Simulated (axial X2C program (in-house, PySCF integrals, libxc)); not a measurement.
# YC: from the state search to constants

What are the state, bond length, wavenumber and bond energy of YC, and what does spin–orbit coupling change?

Method: all-electron X2C, Y dyall-cv3z, C dyall-v3z; program: an in-house X2C program for linear molecules on PySCF integrals.

All values are calculated.

### 1 The job

The input, task.json:

```json
{"zs": [39, 6], "q": 0, "bas": ["dyall-cv3z", "dyall-v3z"], "levels": ["PBE0", "HF", "B3LYP"], "cc": true, "r0": 1.97, "thr": -2.0, "nmax": 90, "npts": 10, "nst": 2, "ntry": 6}
```

Keys: zs atomic numbers; q charge; bas basis sets; levels methods (HF also brings MP2); cc coupled cluster on or off; r0 starting distance in Å; thr threshold in hartree for freezing inner shells (an s shell follows its p shell); nmax most natural virtual spinors; npts points asked for on the curve; nst determinants followed; ntry starts of the search.

Started as:

```sh
python so2c.py task.json out
```

Spin-free means the one-electron spin-free X2C Hamiltonian; two-component (2c) means X2C with spin–orbit coupling and atomic mean-field two-electron Coulomb and Gaunt terms. Basis: Y dyall-cv3z contracted to [11s12p9d6f3g], C dyall-v3z contracted to [7s6p2d1f]; Gaussian nuclei, density fitting. Masses: Y 88.906 u, C 12.000 u.

Notation: σ, π±, δ± give the projection m of an orbital's angular momentum (0, ±1, ±2), α and β its spin, Λ and M_S the sums; ω is the projection of a spinor's total angular momentum and Ω the sum. Logs are in hartree.

The results follow Hamiltonian by Hamiltonian and level by level.

### 2 Search for the lowest determinant

Determinants are compared with PBE0 at 1.970 Å.

Spin-free determinants:

```
ΔE (eV)             state                                   open shells
   0.00  M_S = 3/2, Λ = 1   beyond closed shells: 2 × σα, π+α, π+β, π-α
   0.07  M_S = 1/2, Λ = 1           beyond closed shells: π+α, π+β, π-α
   0.29  M_S = 1/2, Λ = 0                      beyond closed shells: σα
   0.33  M_S = 1/2, Λ = 1   beyond closed shells: 2 × σα, π+α, π+β, π-β
   0.40  M_S = 3/2, Λ = 0            beyond closed shells: σα, π+α, π-α
   0.47  M_S = 1/2, Λ = 0            beyond closed shells: σβ, π+α, π-α
   1.59  M_S = 3/2, Λ = 1  beyond closed shells: σα, π+α, π-α, π-β, δ+α
```

Two-component determinants:

| ΔE (eV) | state | open shells |
| --- | --- | --- |
| 0.00 | Ω = 5/2 | excess of +ω over −ω: 2 × ω = 1/2, ω = 3/2 |
| 0.02 | Ω = 1/2 | excess of +ω over −ω: ω = 1/2 |
| 0.08 | Ω = 3/2 | excess of +ω over −ω: ω = 3/2 |
| 0.33 | Ω = 1/2 | excess of +ω over −ω: 2 × ω = -1/2, ω = 3/2 |
| 0.35 | Ω = 3/2 | excess of +ω over −ω: 3 × ω = 1/2 |
| 1.37 | Ω = 1/2 | excess of +ω over −ω: ω = 1/2 |
| 1.62 | Ω = 9/2 | excess of +ω over −ω: ω = 1/2, ω = 3/2, ω = 5/2 |

### 3 PBE0, spin-free

State followed: M_S = 3/2, Λ = 1 (beyond closed shells: 2 × σα, π+α, π+β, π-α). The scan is laid around 1.998 Å, a first estimate of the minimum, and this SCF restarts from the orbitals of the search.

The SCF at the reference distance of 1.998 Å:

```text
spin-free X2C-1e  PBE0
basis functions 203  fitting functions 992  grid points 5078
iter        total energy     max residual
   1      -3420.244518881     3.57e+00
   2      -3422.579030737     3.21e-02
   3      -3422.560021942     4.95e-02
   4      -3422.591713246     2.71e-02
   5      -3422.598702925     2.51e-03
   6      -3422.598787987     3.74e-04
   7      -3422.598795882     1.41e-04
   8      -3422.598797462     7.73e-05
   9      -3422.598797940     1.04e-05
  10      -3422.598797954     4.32e-06
  11      -3422.598797955     2.02e-06
converged
one-electron -4851.79276877  Coulomb 1482.68407340  exact exchange -28.39417286  xc functional -87.07163911  nuclear repulsion 61.97570939
```

Along the bond, energies from the lowest point:

```csv
R (Å),E (eV),μ (D),HOMO (eV),LUMO (eV),iterations
1.818,0.4126,-3.60,-4.39,-2.88,13
1.878,0.1686,-3.96,-4.46,-2.71,13
1.938,0.0377,-4.29,-4.53,-2.55,14
1.998,0.0000,-4.59,-4.59,-2.42,11
2.068,0.0495,-4.91,-4.46,-2.45,15
2.138,0.1764,-5.19,-4.28,-2.55,15
2.228,0.4181,-5.47,-4.07,-2.69,16
```

Dipoles are positive if C is the positive end.

Outer orbitals at the reference distance:

| symmetry | occupied | ε (eV) | atomic character |
| --- | --- | --- | --- |
| σα | yes | -29.94 | 92% Y p, 3% C p, 2% C s |
| π+α | yes | -29.67 | 99% Y p |
| π-α | yes | -29.67 | 99% Y p |
| π+β | yes | -29.38 | 99% Y p |
| π-β | yes | -29.29 | 99% Y p |
| σβ | yes | -29.16 | 93% Y p, 3% C p |
| σα | yes | -14.43 | 62% C s, 15% Y d, 10% Y p |
| σβ | yes | -11.80 | 59% C s, 16% Y d, 10% Y p |
| σα | yes | -6.37 | 66% C p, 21% Y d, 5% Y p |
| π-α | yes | -5.96 | 60% C p, 31% Y d, 3% Y p |
| π+α | yes | -5.96 | 60% C p, 31% Y d, 3% Y p |
| π+β | yes | -4.66 | 51% C p, 41% Y d, 3% Y p |
| σα | yes | -4.59 | 72% Y s, 13% Y d, 11% Y p |
| π-β | no | -2.42 | 47% Y d, 46% C p, 3% Y p |
| σβ | no | -2.34 | 68% Y s, 18% Y p, 9% C p |
| σβ | no | -1.72 | 44% Y d, 32% C p, 12% Y p |
| π+α | no | -1.49 | 71% Y p, 25% Y d, 4% C p |

PBE0 fields in the half plane through the axis: z from -2.4 to 4.2 Å across, distance from the axis 0.15 to 2.25 Å upwards; Y lies at z = 0 and C at z = 1.998 Å; the ELF is damped to zero where the density is low.

log10 density (e/bohr³). Ten even steps from '0' (-4.55 ) to '9' (1.57 ):
```
11222222222222222111000
12222333333333332221100
22233333333333333322110
22333344444444444332211
22333445554445554433221
22334556665555555543321
23334567776556666544321
23345668986656786554321
```

ELF. Ten even steps from '0' (0.00 ) to '9' (0.88 ):
```
14789986432112111000000
47899875321223432210000
68887532111245655321000
67753211111257877643100
67531134542258998875210
65311479985269999987410
54212794248369759998520
53114875456467194998620
```

Re = 1.996 Å, ωe = 735 cm⁻¹, ωexe = 3.13 cm⁻¹, Be = 0.4002 cm⁻¹, De = 3.67 eV, μ = -4.58 D.

### 4 HF, spin-free

Output at 1.998 Å:

```text
spin-free X2C-1e  HF
basis functions 203  fitting functions 992  grid points 5078
iter        total energy     max residual
   1      -3420.709677419     2.87e-01
   2      -3420.733059286     1.15e-02
   3      -3420.735109110     8.46e-03
   4      -3420.736077000     5.46e-03
   5      -3420.736727453     4.48e-03
   6      -3420.737492519     3.60e-03
   7      -3420.738085612     3.15e-03
   8      -3420.738487381     2.08e-03
   9      -3420.738660945     1.43e-03
  10      -3420.738801307     5.82e-04
  11      -3420.738832011     1.82e-04
  12      -3420.738837077     1.27e-04
  13      -3420.738838402     4.26e-05
  14      -3420.738838640     2.19e-05
  15      -3420.738838675     5.15e-06
  16      -3420.738838676     1.36e-06
converged
one-electron -4850.24450248  Coulomb 1481.19454571  exact exchange -113.66459130  xc functional 0.00000000  nuclear repulsion 61.97570939
```

No constants are quoted: the lowest point is the long end of the scan.

### 5 B3LYP, spin-free

Output at 1.998 Å:

```text
spin-free X2C-1e  B3LYP
basis functions 203  fitting functions 992  grid points 5078
iter        total energy     max residual
   1      -3423.010589064     4.27e-02
   2      -3423.012039435     3.95e-03
   3      -3423.011419454     9.47e-03
   4      -3423.012151799     1.87e-03
   5      -3423.012189936     3.03e-04
   6      -3423.012190866     8.09e-05
   7      -3423.012191005     2.50e-05
   8      -3423.012191028     1.79e-05
   9      -3423.012191034     6.19e-06
  10      -3423.012191035     3.33e-06
converged
one-electron -4851.88703289  Coulomb 1482.77935868  exact exchange -22.71362098  xc functional -93.16660523  nuclear repulsion 61.97570939
```

Re = 2.015 Å, ωe = 713 cm⁻¹, ωexe = 3.15 cm⁻¹, Be = 0.3929 cm⁻¹, De = 3.37 eV, μ = -4.76 D.

### 6 MP2 and beyond, spin-free

Correlated methods: 15 electrons correlated (frozen shells, counted by type: Y 3 s, 2 p, 1 d; C 1 s), 281 virtual spinors in MP2, 90 natural virtuals in coupled cluster.

Output of the correlated part at 1.998 Å:

```text
correlated 15  virtual 281  natural virtual 90  E(MP2) -0.389313270  MP2 remainder -0.022321080
iter   CCSD correlation   residual
   1     -0.379088585   1.35e-01
   2     -0.388312335   6.89e-02
   3     -0.393277762   4.09e-02
   4     -0.394483387   2.29e-02
   5     -0.395384025   1.10e-02
   6     -0.395592330   4.40e-03
   7     -0.395642482   1.67e-03
   8     -0.395639380   8.29e-04
   9     -0.395630422   4.00e-04
  10     -0.395635104   1.91e-04
  11     -0.395634000   7.83e-05
  12     -0.395635046   3.58e-05
  13     -0.395634395   1.72e-05
  14     -0.395634258   7.40e-06
  15     -0.395634214   2.93e-06
  16     -0.395634199   1.18e-06
(T) -0.018376213  T1 0.0579  D1 0.1184  max T2 0.074
```

T1 in the output is the amplitude norm over the root of the electron number; divide by √2 for the Lee–Taylor value.

MP2: No constants are quoted: the reference changes its character somewhere along the scan, so the fit is set aside.

CCSD: No constants are quoted: the reference changes its character somewhere along the scan, so the fit is set aside.

CCSD(T): No constants are quoted: the reference changes its character somewhere along the scan, so the fit is set aside.

### 7 A higher determinant, spin-free

State: M_S = 1/2, Λ = 1 (beyond closed shells: π+α, π+β, π-α).

Output at the reference distance:

```text
spin-free X2C-1e  PBE0
basis functions 203  fitting functions 992  grid points 5078
iter        total energy     max residual
   1      -3420.213024886     3.43e+00
   2      -3422.576314579     3.20e-02
   3      -3422.555354845     5.06e-02
   4      -3422.589861350     2.67e-02
   5      -3422.596482409     2.41e-03
   6      -3422.596570607     3.41e-04
   7      -3422.596587455     1.68e-04
   8      -3422.596594642     2.02e-04
   9      -3422.596600725     4.82e-05
  10      -3422.596601495     2.12e-05
  11      -3422.596601575     9.56e-06
  12      -3422.596601582     4.61e-06
  13      -3422.596601583     1.93e-06
converged
one-electron -4851.54808099  Coulomb 1482.43990187  exact exchange -28.39407723  xc functional -87.07005462  nuclear repulsion 61.97570939
```

```csv
R (Å),E above the lowest PBE0 point (eV)
1.818,0.958
1.878,0.808
1.938,0.129
1.998,0.060
2.068,0.696
2.138,0.782
2.228,0.967
```

No constants are quoted: the solution changes its character somewhere along the scan, so the fit is set aside.

### 8 The spin-free curves together

Energy (eV) of the followed determinant, spin-free, from each level's lowest point:

```
R (Å)   PBE0  HF (jumps)  MP2 (its reference jumps)  CCSD (its reference jumps)  CCSD(T) (its reference jumps)  B3LYP
1.818  0.413       0.776                      0.333                       0.495                          0.509  0.485
1.878  0.169       0.458                      0.097                       0.220                          0.228  0.216
1.938  0.038       0.252                      0.000                       0.061                          0.063  0.061
1.998  0.000       0.131                      0.047                       0.000                          0.000  0.000
2.068  0.050       0.053                      0.258                       0.033                          0.036  0.024
2.138  0.176       0.010                      0.490                       0.150                          0.163  0.126
2.228  0.418       0.000                      0.723                       0.364                          0.401  0.338
```

### 9 PBE0, 2c

State followed: Ω = 5/2 (excess of +ω over −ω: 2 × ω = 1/2, ω = 3/2). The scan is laid around 1.998 Å, a first estimate of the minimum, and this SCF restarts from the orbitals of the search.

Output at 1.998 Å:

```text
two-component X2C + atomic mean field  PBE0
basis functions 203  fitting functions 992  grid points 5078
iter        total energy     max residual
   1      -3418.928627994     3.58e+00
   2      -3421.299292351     3.22e-02
   3      -3421.280400124     4.94e-02
   4      -3421.312028901     2.71e-02
   5      -3421.319022880     2.54e-03
   6      -3421.319108801     3.74e-04
   7      -3421.319116700     1.42e-04
   8      -3421.319118292     7.69e-05
   9      -3421.319118777     1.04e-05
  10      -3421.319118791     4.48e-06
  11      -3421.319118792     2.01e-06
converged
one-electron -4848.42259972  Coulomb 1482.00467123  exact exchange -28.38157333  xc functional -87.03350214  nuclear repulsion 61.97570939  atomic mean-field constant -1.46182421
```

Along the bond, energies from the lowest point:

```
R (Å)  E (eV)  μ (D)  HOMO (eV)  LUMO (eV)  iterations
1.818  0.4093  -3.59      -4.39      -2.87          13
1.878  0.1666  -3.95      -4.46      -2.70          13
1.938  0.0369  -4.28      -4.52      -2.55          14
1.998  0.0000  -4.58      -4.58      -2.41          11
2.068  0.0503  -4.90      -4.47      -2.44          14
2.138  0.1777  -5.18      -4.29      -2.55          16
2.228  0.4196  -5.46      -4.08      -2.68          16
```

Dipoles are positive if C is the positive end.

Outer spinors at the reference distance:

| ω | occupied | ε (eV) | atomic character | λ mixture |
| --- | --- | --- | --- | --- |
| 1/2 | yes | -30.53 | 96% Y p | 53% σ, 47% π |
| -1/2 | yes | -30.46 | 98% Y p | 80% π, 20% σ |
| 1/2 | yes | -29.22 | 96% Y p | 53% π, 47% σ |
| 3/2 | yes | -29.18 | 99% Y p | 100% π |
| -1/2 | yes | -28.81 | 94% Y p, 2% C p | 80% σ, 20% π |
| -3/2 | yes | -28.79 | 99% Y p | 100% π |
| 1/2 | yes | -14.43 | 62% C s, 15% Y d, 10% Y p | 100% σ |
| -1/2 | yes | -11.80 | 59% C s, 16% Y d, 10% Y p | 100% σ |
| 1/2 | yes | -6.37 | 66% C p, 21% Y d, 5% Y p | 100% σ |
| -1/2 | yes | -5.97 | 60% C p, 31% Y d, 3% Y p | 100% π |
| 3/2 | yes | -5.95 | 60% C p, 31% Y d, 3% Y f | 100% π |
| 1/2 | yes | -4.67 | 50% C p, 40% Y d, 4% Y p | 97% π, 3% σ |
| 1/2 | yes | -4.58 | 70% Y s, 14% Y d, 10% Y p | 97% σ, 3% π |
| -3/2 | no | -2.41 | 47% Y d, 46% C p, 3% Y p | 100% π |
| -1/2 | no | -2.33 | 68% Y s, 18% Y p, 9% C p | 100% σ |
| -1/2 | no | -1.72 | 44% Y d, 32% C p, 12% Y p | 100% σ |
| -1/2 | no | -1.51 | 71% Y p, 25% Y d, 4% C p | 100% π |

PBE0 fields in the half plane through the axis: z from -2.4 to 4.2 Å across, distance from the axis 0.15 to 2.25 Å upwards; Y lies at z = 0 and C at z = 1.998 Å; the ELF is damped to zero where the density is low.

log10 density (e/bohr³). Ten even steps from '0' (-4.55 ) to '9' (1.57 ):
```
11222222222222222111000
12222333333333332221100
22233333333333333322110
22333344444444444332211
22333445554445554433221
22334556665555555543321
23334567776556666544321
23345668986666786554321
```

ELF. Ten even steps from '0' (0.00 ) to '9' (0.88 ):
```
14789986432112111000000
47899875321223432210000
68887532111245655321000
67753211111257877643100
66531134542258998875210
65311479985269999987410
54212794248369759998520
53114875456467194998620
```

Re = 1.995 Å, ωe = 735 cm⁻¹, ωexe = 3.15 cm⁻¹, Be = 0.4004 cm⁻¹, De = 3.68 eV, μ = -4.57 D.

### 10 HF, 2c

Output at 1.998 Å:

```text
two-component X2C + atomic mean field  HF
basis functions 203  fitting functions 992  grid points 5078
iter        total energy     max residual
   1      -3419.430336642     2.87e-01
   2      -3419.453727106     1.15e-02
   3      -3419.455781264     8.48e-03
   4      -3419.456751692     5.44e-03
   5      -3419.457403306     4.48e-03
   6      -3419.458168139     3.60e-03
   7      -3419.458761602     3.14e-03
   8      -3419.459161331     2.07e-03
   9      -3419.459333317     1.43e-03
  10      -3419.459472512     5.87e-04
  11      -3419.459503475     1.83e-04
  12      -3419.459508642     1.28e-04
  13      -3419.459510025     4.30e-05
  14      -3419.459510301     2.23e-05
  15      -3419.459510357     1.65e-05
  16      -3419.459510375     1.45e-05
  17      -3419.459510393     1.23e-05
  18      -3419.459510422     7.42e-06
  19      -3419.459510438     3.95e-06
  20      -3419.459510443     2.69e-06
  21      -3419.459510444     1.68e-06
converged
one-electron -4846.87344355  Coulomb 1480.51429762  exact exchange -113.61424969  xc functional 0.00000000  nuclear repulsion 61.97570939  atomic mean-field constant -1.46182421
```

No constants are quoted: the lowest point is the long end of the scan.

### 11 B3LYP, 2c

Output at 1.998 Å:

```text
two-component X2C + atomic mean field  B3LYP
basis functions 203  fitting functions 992  grid points 5078
iter        total energy     max residual
   1      -3421.730721512     4.27e-02
   2      -3421.732170797     3.95e-03
   3      -3421.731546131     9.50e-03
   4      -3421.732283893     1.87e-03
   5      -3421.732321874     3.01e-04
   6      -3421.732322804     7.94e-05
   7      -3421.732322940     2.48e-05
   8      -3421.732322963     1.74e-05
   9      -3421.732322968     5.92e-06
  10      -3421.732322969     3.23e-06
converged
one-electron -4848.51619807  Coulomb 1482.09927260  exact exchange -22.70353768  xc functional -93.12574500  nuclear repulsion 61.97570939  atomic mean-field constant -1.46182421
```

Re = 2.014 Å, ωe = 713 cm⁻¹, ωexe = 3.16 cm⁻¹, Be = 0.3931 cm⁻¹, De = 3.38 eV, μ = -4.75 D.

### 12 Correlated methods, 2c

Correlated methods: 15 electrons correlated (frozen shells, counted by type: Y 3 s, 2 p, 1 d; C 1 s), 281 virtual spinors in MP2, 90 natural virtuals in coupled cluster.

Output of the correlated part at 1.998 Å:

```text
correlated 15  virtual 281  natural virtual 90  E(MP2) -0.389441814  MP2 remainder -0.022297051
iter   CCSD correlation   residual
   1     -0.379177956   1.35e-01
   2     -0.388401001   6.89e-02
   3     -0.393365355   4.08e-02
   4     -0.394568106   2.29e-02
   5     -0.395466742   1.10e-02
   6     -0.395674230   4.39e-03
   7     -0.395724357   1.66e-03
   8     -0.395721199   8.17e-04
   9     -0.395712333   3.93e-04
  10     -0.395716941   1.88e-04
  11     -0.395715858   7.77e-05
  12     -0.395716893   3.61e-05
  13     -0.395716244   1.80e-05
  14     -0.395716106   8.66e-06
  15     -0.395716060   4.50e-06
  16     -0.395716044   2.82e-06
(T) -0.018386800  T1 0.0579  D1 0.1182  max T2 0.069
```

MP2: No constants are quoted: the reference changes its character somewhere along the scan, so the fit is set aside.

CCSD: No constants are quoted: the reference changes its character somewhere along the scan, so the fit is set aside.

CCSD(T): No constants are quoted: the reference changes its character somewhere along the scan, so the fit is set aside.

### 13 A higher determinant, 2c

State: Ω = 1/2 (excess of +ω over −ω: ω = 1/2).

Output at the reference distance:

```text
two-component X2C + atomic mean field  PBE0
basis functions 203  fitting functions 992  grid points 5078
iter        total energy     max residual
   1      -3418.927886080     3.58e+00
   2      -3421.298516756     3.22e-02
   3      -3421.278916092     5.01e-02
   4      -3421.311222711     2.73e-02
   5      -3421.318356359     2.49e-03
   6      -3421.318441452     3.75e-04
   7      -3421.318449965     1.41e-04
   8      -3421.318451818     7.62e-05
   9      -3421.318452481     2.00e-05
  10      -3421.318452549     1.44e-05
  11      -3421.318452576     1.01e-05
  12      -3421.318452592     5.37e-06
  13      -3421.318452597     1.21e-06
  14      -3421.318452597     5.71e-07
converged
one-electron -4848.41794308  Coulomb 1482.00062172  exact exchange -28.38156953  xc functional -87.03344689  nuclear repulsion 61.97570939  atomic mean-field constant -1.46182421
```

```
R (Å)  E above the lowest PBE0 point (eV)
1.818                               0.203
1.878                               0.176
1.938                               0.236
1.998                               0.018
2.068                               0.598
2.138                               0.879
2.228                               1.297
```

No constants are quoted: the solution changes its character somewhere along the scan, so the fit is set aside.

### 14 The 2c curves together

Energy (eV) of the followed determinant, 2c, from each level's lowest point:

```csv
R (Å),PBE0,HF (jumps),MP2 (its reference jumps),CCSD (its reference jumps),CCSD(T) (its reference jumps),B3LYP
1.818,0.409,0.846,0.331,0.492,0.506,0.481
1.878,0.167,0.528,0.097,0.218,0.226,0.214
1.938,0.037,0.323,0.000,0.060,0.062,0.060
1.998,0.000,0.203,0.048,0.000,0.000,0.000
2.068,0.050,0.125,0.262,0.036,0.040,0.024
2.138,0.178,0.075,0.583,0.209,0.227,0.127
2.228,0.420,0.000,1.086,0.859,0.990,0.340
```

The whole job took 4.4 min on 1 thread of Arm Neoverse V1, shared host.

### 15 What came out

Lowest determinant that the search found at its distance, spin-free: M_S = 3/2, Λ = 1 (beyond closed shells: 2 × σα, π+α, π+β, π-α).

Lowest determinant that the search found at its distance, 2c: Ω = 5/2 (excess of +ω over −ω: 2 × ω = 1/2, ω = 3/2).

| Hamiltonian | level | Re (Å) | ωe (cm⁻¹) | De (eV) | μ (D) |
| --- | --- | --- | --- | --- | --- |
| spin-free | PBE0 | 1.996 | 735 | 3.67 | -4.58 |
| spin-free | B3LYP | 2.015 | 713 | 3.37 | -4.76 |
| 2c | PBE0 | 1.995 | 735 | 3.68 | -4.57 |
| 2c | B3LYP | 2.014 | 713 | 3.38 | -4.75 |

Dipoles are positive if C is the positive end. No constants: spin-free HF (the lowest point is the long end of the scan); spin-free MP2 (the reference changes its character somewhere along the scan, so the fit is set aside); spin-free CCSD (the reference changes its character somewhere along the scan, so the fit is set aside); spin-free CCSD(T) (the reference changes its character somewhere along the scan, so the fit is set aside); 2c HF (the lowest point is the long end of the scan); 2c MP2 (the reference changes its character somewhere along the scan, so the fit is set aside); 2c CCSD (the reference changes its character somewhere along the scan, so the fit is set aside); 2c CCSD(T) (the reference changes its character somewhere along the scan, so the fit is set aside).

Time per point (s) on 1 thread of Arm Neoverse V1, shared host (2c runs); the times are rough: PBE0 0.93, B3LYP 0.94.

In words: At PBE0, going from spin-free to two-component changes Re by -1 mÅ, ωe by 0.0 %; the spin-free picture holds up (part of it comes from the scalar share of the two-electron terms). De moves by +0.01 eV; both De rest on single-determinant atoms, which can miss part of an open shell's spin–orbit lowering.

De refers to Y + C, each in the lowest determinant found, which need not be this curve's own limit. Each curve is one determinant whose occupation by symmetry is held fixed; it was picked as the lowest of a PBE0 search that is not exhaustive. Dissociation energies refer to the lowest single-determinant-based atoms at the same level and basis. Density functionals use the spin component along the axis (collinear). With several unpaired electrons one determinant need not be a pure state.
